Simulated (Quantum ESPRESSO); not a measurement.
# HPbNO4 in Quantum ESPRESSO: the effect of functional

Crystal: HPbNO4.

```
CELL_PARAMETERS angstrom
4.12040 -0.00081 -0.01120
0.00404 6.42722 0.05360
0.02791 3.20707 7.74994
ATOMIC_POSITIONS crystal
H 0.90366 0.21821 0.48851
H 0.40337 0.78177 0.51142
Pb 0.39455 0.30863 0.70725
Pb 0.89489 0.69135 0.29266
N 0.63409 0.19990 0.20730
N 0.13386 0.80012 0.79275
O 0.90829 0.32866 0.54369
O 0.53792 0.39076 0.19497
O 0.53483 0.11279 0.10602
O 0.83718 0.08887 0.32672
O 0.40817 0.67132 0.45624
O 0.03774 0.60924 0.80520
O 0.03429 0.88737 0.89397
O 0.33716 0.91101 0.67330
```

The cell was built by a generator and needn't be a form met in nature.

Alike in all runs:

* Program: Quantum ESPRESSO 7.5
* Task: band structure
* Potentials or basis: SG15 PBE 1.2
* Cutoff: 1197 eV
* Density cutoff: 4789 eV
* k mesh: 5 × 4 × 3
* Occupations: fermi-dirac, width 0.05 eV
* Spin: no spin polarisation

Q: One run gave: gap on the mesh 3.28 eV; pressure 0.1 GPa; largest force 0.12 eV/Å. Which functional did it use?
A. PBE
B. PBEsol
C. LDA
D. r2SCAN

A: A.

| functional | gap on the mesh (eV) | pressure (GPa) | largest force (eV/Å) |
| --- | --- | --- | --- |
| LDA | 3.23 | -3.7 | 0.69 |
| PBEsol | 3.27 | -1.9 | 0.32 |
| PBE | 3.28 | 0.1 | 0.12 |
| r2SCAN | 3.77 | -3.4 | 0.49 |

Caveats: spin-orbit coupling is left out, which as a rule narrows the gap of such compounds by several tenths of an eV; the potentials were made for another functional, which shifts forces and pressure (some runs).

